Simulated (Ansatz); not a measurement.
Working through a test of scalar relativity of CuHS, SMILES [SH][Cu]

Computed with the Python package of Ansatz (0.2.0).

Interactive session:
```pycon
>>> import ansatz
>>> import numpy as np
>>> geometry_ang = [
...     ('S', [-0.399, 0.377, -0.1858]),
...     ('Cu', [1.5452, 0.2657, 0.8773]),
...     ('H', [-1.1571, -0.7075, -0.7047]),
... ]
>>> geometry = ansatz.Crystal.molecule()
>>> for symbol, xyz in geometry_ang:
...     geometry = geometry.atom(symbol, xyz)
...
>>> job = geometry.calculation().functional('B3LYP').forces()
>>> sets = {'none': 'cc-pVTZ', 'scalar': 'cc-pVTZ-DK'}
>>> found = {kind: job.basis(gaussian=basis).pseudopotentials(relativity=kind).run(threads=1).report for kind, basis in sets.items()}
>>> for kind, each in found.items():
...     dipole = 4.803205 * np.linalg.norm(each['charge_distribution']['dipole_moment_e_ang'])
...     print(f'{kind:7s} E = {each["free_energy_ev"]:.4f} eV  dipole {dipole:.3f} D  largest force component {np.abs(each["forces_ev_ang"]).max():.4f} eV/A')
...
none    E = -55496.2323 eV  dipole 3.907 D  largest force component 1.4500 eV/A
scalar  E = -55913.7639 eV  dipole 3.639 D  largest force component 1.4715 eV/A
>>> print(f'relativity lowers the total energy by {found["none"]["free_energy_ev"] - found["scalar"]["free_energy_ev"]:.3f} eV')
relativity lowers the total energy by 417.532 eV
```

The total moves by -417.5 eV, nearly all in the cores, and the dipole from 3.91 to 3.64 D.

Total energies depend on the basis set; only differences at equal settings carry meaning. The geometry is a force-field or estimated start, not a minimum of this method. The basis set changes with the Hamiltonian (a set recontracted for scalar relativity), and most of the change in the total lies in the cores. b3lyp holds the VWN-RPA fit, as in Gaussian; the form of ORCA and Turbomole is b3lyp5. Run time: 8.4 s on 1 thread of Arm Neoverse V1 (shared host), peak memory 0.29 GiB.
